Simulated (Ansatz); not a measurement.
# Ir: the cost of one run

Program: Ansatz 0.2.0. Level of theory: DFT PBEsol, scalar-relativistic, plane waves, PAW. These are calculated values, not measurements.

2 further runs of the same task are left out: 2 set aside as unsound or not needed.

## (1) The structure to begin with

The structure is hexagonal, space group P6_3/mmc (No. 194). Conventional cell: a = 2.721 Å, b = 2.721 Å, c = 4.410 Å, α = 90.00°, β = 90.00°, γ = 120.00°. Ir (site symmetry -6m2) has 12 Ir at 2.71 to 2.72 Å as nearest neighbours.

Coordinates:

```
CELL_PARAMETERS angstrom
2.72132 0.00000 0.00000
-1.36066 2.35673 0.00000
0.00000 0.00000 4.41002
ATOMIC_POSITIONS crystal
Ir 0.66667 0.33333 0.75000
Ir 0.33333 0.66667 0.25000
```

It goes back to an entry of the Materials Project, which need not be the stable form.

This cell was relaxed beforehand with the same method: volume 14.14 Å³/atom, gap on the mesh none (metal).

## (2) Phonons at Γ, at rest

Contents of input.yaml:

```yaml
crystal:
  lattice:
    - [2.721318738, 0.0, 0.0]
    - [-1.360659369, 2.3567311589, 0.0]
    - [0.0, 0.0, 4.4100191876]
  atoms:
    - { symbol: Ir, position: [0.6666666667, 0.3333333333, 0.75] }
    - { symbol: Ir, position: [0.3333333333, 0.6666666667, 0.25] }
basis:
  ecutwfc: 420
kpoints:
  mp_grid: { grid: [18, 18, 10] }
hamiltonian:
  xc: pbesol
scf:
  occupations: { method: fermi_dirac, width: 0.15 }
output:
  eigenvalues: true
phonons:
  method: dfpt
  eigenvectors: true
```

Started as:

```console
$ ansatz run input.yaml --threads 1 --pin off --max-ram 3072MiB --backend cpu --events-out ev --progress --plain --runs-dir out
```

**Question.** How long does this run take on 1 thread of Intel Xeon Platinum 8488C (Sapphire Rapids), shared host, and how much memory does it need?

About 64 s, with a peak of 1.2 GiB.
